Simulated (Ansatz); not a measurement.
Run this with Ansatz 0.2.0 through its Python package and show what comes out.

The script reads `albcl2h2o.xyz`:
```text
7

B    -1.37160   -0.16400    0.00820
O    -0.37550   -1.02500   -0.47260
Al    1.17080   -0.14550   -0.12990
Cl    2.27690   -0.41100    1.83290
Cl    2.07410    1.21190   -1.63900
H    -1.90510    0.67760   -0.74830
H    -1.80840   -0.21200    1.10300
```

`energy_albcl2h2o.py`:
```python
'''Single point of AlBCl2H2O.'''

from pathlib import Path

import ansatz as az


def main() -> None:
    system = az.Crystal.molecule_from_extxyz('albcl2h2o.xyz')

    job = (
        system.calculation()
        .basis(gaussian='def2-SVPD')
        .functional('PBE0')
        .orbitals()
    )
    out = job.run(runs_dir='albcl2h2o_runs')
    report = out.report

    print('reference energy %16.6f eV' % report['reference_energy_ev'])
    print('total energy     %16.6f eV' % report['free_energy_ev'])
    print('occupied orbitals outside the frozen core (up, down):', report['n_occupied'], ' frozen:', report['n_frozen'], ' virtual:', report['n_virtual'])

    field = report['mean_field']
    print('<S^2> =', round(abs(field['state']['spin_squared']), 4), ' all-electron relativity setting:', field['relativity'])
    print('passes:', field['passes'])
    if 'symmetry' in field:
        print('occupied orbitals by irrep:', field['symmetry']['occupied'])

    lines = Path(report['orbitals_path']).read_text().splitlines()
    field_of = lambda key: [line.split('=')[1].strip() for line in lines if line.startswith(key)]
    orbitals = [(27.211386 * float(e), s, float(n)) for e, s, n in zip(field_of('Ene='), field_of('Spin='), field_of('Occup='))]
    homo = max(e for e, _, n in orbitals if n > 0.5)
    lumo = min(e for e, _, n in orbitals if n < 0.5)
    for e, spin, n in sorted(orbitals):
        if homo - 15 < e < lumo + 5:
            print(f'{spin:6s} {e:10.3f} eV  occupation {n:.0f}')


if __name__ == '__main__':
    main()
```

```console
$ python energy_albcl2h2o.py
reference energy    -34377.044385 eV
total energy        -34377.044385 eV
occupied orbitals outside the frozen core (up, down): [31, 31]  frozen: 0  virtual: [106, 106]
<S^2> = 0.0  all-electron relativity setting: none
passes: {'evaluations': 15, 'products': 13}
occupied orbitals by irrep: [{'A': 31}, {'A': 31}]
Alpha     -23.142 eV  occupation 2
Alpha     -22.877 eV  occupation 2
Alpha     -14.970 eV  occupation 2
Alpha     -13.362 eV  occupation 2
Alpha     -12.180 eV  occupation 2
Alpha     -11.970 eV  occupation 2
Alpha     -11.710 eV  occupation 2
Alpha     -11.002 eV  occupation 2
Alpha     -10.039 eV  occupation 2
Alpha      -9.912 eV  occupation 2
Alpha      -9.714 eV  occupation 2
Alpha      -9.513 eV  occupation 2
Alpha      -8.552 eV  occupation 2
Alpha      -2.808 eV  occupation 0
Alpha      -2.297 eV  occupation 0
Alpha      -0.569 eV  occupation 0
Alpha       0.594 eV  occupation 0
Alpha       0.900 eV  occupation 0
Alpha       0.946 eV  occupation 0
Alpha       1.246 eV  occupation 0
Alpha       1.887 eV  occupation 0
Alpha       2.157 eV  occupation 0
```

Total energies depend on the basis set; only differences at equal settings carry meaning. The geometry is a force-field or estimated start, not a minimum of this method, and the basis set is short of its limit. Alpha marks a spatial orbital of a restricted run, filled by both spins. Levels such as HOMO and LUMO are orbital energies: with these approximate functionals they aren't the ionisation energy and electron affinity, and their gap isn't the fundamental gap. Wall time of the script: 6.6 s on 1 thread of Arm Neoverse V1, on a shared host, peak memory 0.41 GiB.
